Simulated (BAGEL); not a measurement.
# [CH4BCl2]− (SMILES Cl[BH2-]CCl): B3LYP/6-31G(d) (density fitting with qzvpp-jkfit, spherical functions)

Aim: the energy change on altering one bond length of [CH4BCl2]− at B3LYP/6-31G* (density fitting with qzvpp-jkfit, spherical functions), from 2 runs. 

Program for the calculation: BAGEL 1.2.2.

4 further runs of the same task are left out: 2 that didn't finish, 2 set aside as unsound or not needed. Runs told in other sessions of the task aren't counted.

### Step 1. Starting point

The species is [CH4BCl2]− (8 atoms), meant as a singlet with charge -1. As SMILES, `Cl[BH2-]CCl`. The coordinates come from a GFN2-xTB relaxation. This is one conformer, not always the lowest.

Bond lengths: Cl1–B2 1.878 Å, B2–C3 1.636 Å, C3–Cl4 1.787 Å, B2–H5 1.199 Å, B2–H6 1.206 Å, C3–H7 1.092 Å, C3–H8 1.094 Å. Some angles: Cl1–B2–C3 108.6°, B2–C3–Cl4 115.5°, Cl1–B2–H5 107.5°, Cl1–B2–H6 106.4°, C3–B2–H5 113.3°, C3–B2–H6 107.7°, B2–C3–H7 112.9°, B2–C3–H8 110.7°, Cl4–C3–H7 104.7°, Cl4–C3–H8 104.3°.

### Step 2. A single-point energy at B3LYP/6-31G(d) (density fitting with qzvpp-jkfit, spherical functions)

Contents of input.json:

```json
{ "bagel": [

{
  "title": "molecule",
  "basis": "6-31gs.json",
  "df_basis": "qzvpp-jkfit",
  "angstrom": "true",
  "geometry": [
    { "atom": "Cl", "xyz": [   -1.861810,    1.172250,    0.212220 ] },
    { "atom": "B", "xyz": [   -0.017030,    0.837840,    0.103280 ] },
    { "atom": "C", "xyz": [    0.216930,   -0.779390,    0.023380 ] },
    { "atom": "Cl", "xyz": [    0.037740,   -1.503870,   -1.600540 ] },
    { "atom": "H", "xyz": [    0.400710,    1.424710,   -0.855170 ] },
    { "atom": "H", "xyz": [    0.461980,    1.226640,    1.139520 ] },
    { "atom": "H", "xyz": [   -0.475420,   -1.340620,    0.654700 ] },
    { "atom": "H", "xyz": [    1.236900,   -1.037570,    0.322610 ] }
  ]
},
{ "title": "ks", "xc_func": "b3lyp", "charge": -1 },
{ "title": "print", "file": "orbitals.molden", "orbitals": "true" }

]}
```

The basis set 6-31G* is read from a file made from the Basis Set Exchange's data (not shown).

Launch:

```
$ BAGEL_NUM_THREADS=1 BAGEL input.json > input.out
```

Output:

```text
* using 1 threads per process

  ===============================================================
  ===============================================================

  *** Geometry ***

  { "atom" : "Cl", "xyz" : [     -3.518311,      2.215231,      0.401038 ] },
  { "atom" : "B", "xyz" : [     -0.032182,      1.583288,      0.195171 ] },
  { "atom" : "C", "xyz" : [      0.409938,     -1.472834,      0.044182 ] },
  { "atom" : "Cl", "xyz" : [      0.071318,     -2.841902,     -3.024582 ] },
  { "atom" : "H", "xyz" : [      0.757232,      2.692312,     -1.616037 ] },
  { "atom" : "H", "xyz" : [      0.873016,      2.318014,      2.153381 ] },
  { "atom" : "H", "xyz" : [     -0.898414,     -2.533405,      1.237204 ] },
  { "atom" : "H", "xyz" : [      2.337402,     -1.960723,      0.609645 ] },

  Number of auxiliary basis functions:      478

  Since a DF basis is specified, we compute 2- and 3-index integrals:
    o Being stored without compression. Storage requirement is 0.020 GB

  Number of basis functions:       72
  Number of electrons      :       49

    * METHOD: MOLECULE                             0.60

  *** Kohn-Sham DFT ***

    * Removing 15500 points whose weight is below 1.00e-10
    * Grid points: 103748

  === Nuclear Repulsion ===
   181.2843420913

       - DIIS with orbital gradients will be used.

  === KS iteration (b3lyp / 6-31gs.json) ===
      0       -950.19036629          0.15916539           1.31
      1       -947.22049096          0.15877254           0.79
      2       -924.27033682          0.13385688           0.82
      3       -935.49794449          0.18854435           0.77
      4       -971.64399628          0.10119408           0.78
      5       -985.47779355          0.02626329           0.77
      6       -985.75230689          0.01449627           0.77
      7       -985.84224125          0.00279338           0.77
      8       -985.84535717          0.00076819           0.78
      9       -985.84557097          0.00020313           0.76
     10       -985.84560117          0.00006935           0.76
     11       -985.84560495          0.00000969           0.76
     12       -985.84560501          0.00000436           0.74
     13       -985.84560502          0.00000071           0.74
     14       -985.84560502          0.00000016           0.74
     15       -985.84560502          0.00000005           0.78
     16       -985.84560502          0.00000001           0.77
     17       -985.84560502          0.00000001           0.79
    * SCF iteration converged.

    * Permanent dipole moment:
           (   -0.253145,     1.190983,     0.111416) a.u.

    * METHOD: KS                                  15.66

    * METHOD: PRINT                                0.03

  ===============================================================
```

It took 17 s on 1 thread of AMD EPYC, shared host; peak memory 0.39 GiB.

### Step 3. The distorted shape

Contents of dft.json:

```json
{ "bagel": [

{
  "title": "molecule",
  "basis": "6-31gs.json",
  "df_basis": "qzvpp-jkfit",
  "angstrom": "true",
  "geometry": [
    { "atom": "Cl", "xyz": [      -1.307900,       1.621258,      -0.292863 ] },
    { "atom": "B", "xyz": [       0.536880,       1.286848,      -0.401803 ] },
    { "atom": "C", "xyz": [       0.770840,      -0.330382,      -0.481703 ] },
    { "atom": "Cl", "xyz": [       0.591650,      -1.054862,      -2.105623 ] },
    { "atom": "H", "xyz": [       0.954620,       1.873718,      -1.360253 ] },
    { "atom": "H", "xyz": [       1.015890,       1.675648,       0.634437 ] },
    { "atom": "H", "xyz": [      -0.475420,      -1.340620,       0.654700 ] },
    { "atom": "H", "xyz": [       1.790810,      -0.588562,      -0.182473 ] }
  ]
},

{ "title": "ks", "xc_func": "b3lyp", "charge": -1 },

{ "title": "print", "file": "orbitals.molden", "orbitals": "true" }

]}
```

The basis set 6-31G* is read from a file made from the Basis Set Exchange's data (not shown).

Launch:

```
$ BAGEL_NUM_THREADS=1 BAGEL dft.json > dft.out
```

Output:

```text
* using 1 threads per process

  ===============================================================
  ===============================================================

  *** Geometry ***

  { "atom" : "Cl", "xyz" : [     -2.471573,      3.063734,     -0.553431 ] },
  { "atom" : "B", "xyz" : [      1.014556,      2.431790,     -0.759298 ] },
  { "atom" : "C", "xyz" : [      1.456676,     -0.624331,     -0.910287 ] },
  { "atom" : "Cl", "xyz" : [      1.118056,     -1.993400,     -3.979051 ] },
  { "atom" : "H", "xyz" : [      1.803970,      3.540814,     -2.570506 ] },
  { "atom" : "H", "xyz" : [      1.919754,      3.166516,      1.198912 ] },
  { "atom" : "H", "xyz" : [     -0.898414,     -2.533405,      1.237204 ] },
  { "atom" : "H", "xyz" : [      3.384140,     -1.112221,     -0.344824 ] },

  Number of auxiliary basis functions:      478

  Since a DF basis is specified, we compute 2- and 3-index integrals:
    o Being stored without compression. Storage requirement is 0.020 GB

  Number of basis functions:       72
  Number of electrons      :       49

    * METHOD: MOLECULE                             0.55

  *** Kohn-Sham DFT ***

    * Removing 14797 points whose weight is below 1.00e-10
    * Grid points: 104451

  === Nuclear Repulsion ===
   178.4063111176

       - DIIS with orbital gradients will be used.

  === KS iteration (b3lyp / 6-31gs.json) ===
      0       -947.68506409          0.16361171           1.25
      1       -947.59427568          0.15356036           0.79
      2       -925.12128955          0.11773764           0.81
      3       -938.79862541          0.20735499           0.76
      4       -971.21917555          0.09743475           0.75
      5       -980.45448838          0.06547595           0.75
      6       -985.39476136          0.02499521           0.79
      7       -985.35829694          0.02060934           0.85
      8       -985.70102639          0.00619566           0.86
      9       -985.72625061          0.00215297           0.85
     10       -985.73019981          0.00067468           0.77
     11       -985.73042749          0.00011074           0.80
     12       -985.73043701          0.00003502           0.78
     13       -985.73043798          0.00002015           0.82
     14       -985.73043814          0.00000435           0.84
     15       -985.73043815          0.00000121           0.78
     16       -985.73043815          0.00000030           0.80
     17       -985.73043815          0.00000014           0.82
     18       -985.73043815          0.00000006           0.78
     19       -985.73043815          0.00000002           0.85
     20       -985.73043815          0.00000001           0.91
    * SCF iteration converged.

    * Permanent dipole moment:
           (   -0.595226,     0.809639,     0.665774) a.u.

    * METHOD: KS                                  18.64

    * METHOD: PRINT                                0.04

  ===============================================================
```

Run time: 20 s. Hardware: 1 thread of AMD EPYC, shared host; peak memory 0.39 GiB.

### Step 4. Outcome

At B3LYP/6-31G* (density fitting with qzvpp-jkfit, spherical functions):

```
                                                              quantity          value
                                             first shape: total energy  -985.84561 Eh
                                              first shape: HOMO energy       -1.70 eV
                                              first shape: LUMO energy        5.96 eV
    first shape: HOMO–LUMO gap (to an unbound level, set by the basis)        7.66 eV
                                         distorted shape: total energy  -985.73044 Eh
                                          distorted shape: HOMO energy       -1.87 eV
                                          distorted shape: LUMO energy        2.91 eV
distorted shape: HOMO–LUMO gap (to an unbound level, set by the basis)        4.78 eV
     energy change with the C3–H7 bond stretched from 1.092 to 1.966 Å       3.134 eV
```

With the C3–H7 bond stretched from 1.092 to 1.966 Å the energy rises by 3.13 eV (302 kJ/mol). The first shape isn't relaxed at this level, so the change isn't measured from a minimum.
